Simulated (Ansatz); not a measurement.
# InAs3: the cost of one run

Program: Ansatz 0.2.0. Level of theory: DFT PBE, scalar-relativistic, plane waves, PAW. These are calculated values, not measurements.

1 further run of the same task is left out (it didn't finish).

## Step 1: The system as given

Symmetry: P4/mmm, No. 123, tetragonal system. Conventional cell: a = 5.065 Å, b = 5.065 Å, c = 4.422 Å, α = 90.00°, β = 90.00°, γ = 90.00°. Around In (site symmetry 4/mmm) lie 12 As at 3.36 to 3.58 Å. Around As (site symmetry 4/mmm) lie 8 As at 3.36 Å and 4 In at 3.58 Å. Around As (site symmetry mmm) lie 4 In at 3.36 Å and 4 As at 3.36 Å.

Coordinates:

```
In As
1.0
     5.06506    0.00000    0.00000
     0.00000    5.06506    0.00000
     0.00000    0.00000    4.42166
In As
1 3
Cartesian
  0.0000 0.0000 0.0000
  2.5325 2.5325 0.0000
  0.0000 2.5325 2.2108
  2.5325 0.0000 2.2108
```

A structure generator made this guess: species swapped into a database cell of Zr3Ag (P4/mmm, No. 123), with As on the Zr sites and In on the Ag sites. Its size is a rough estimate.

## Step 2: The guess as it stands, on a coarse mesh

input.yaml

```yaml
crystal:
  lattice:
    - [5.0650565, 0.0, 0.0]
    - [0.0, 5.0650565, 0.0]
    - [0.0, 0.0, 4.42166351]
  atoms:
    - { symbol: In, position: [0.0, 0.0, 0.0] }
    - { symbol: As, position: [0.5, 0.5, 0.0] }
    - { symbol: As, position: [0.0, 0.5, 0.5] }
    - { symbol: As, position: [0.5, 0.0, 0.5] }
basis:
  ecutwfc: 420
kpoints:
  mp_grid: { grid: [4, 4, 4] }
hamiltonian:
  xc: pbe
scf:
  occupations: { method: gaussian, width: 0.1 }
  lower_state_search: "off"
output:
  forces: true
  stress: true
  eigenvalues: true
```

Launch:

```sh
ansatz run input.yaml --threads 1 --pin off --max-ram 2560MiB --backend cpu --events-out ev --progress --plain --runs-dir out
```

**Question.** How long does this run take on 1 thread of Intel Xeon at 2.70GHz, shared host, and how much memory does it need?

About 5.5 s, with a peak of 0.41 GiB.
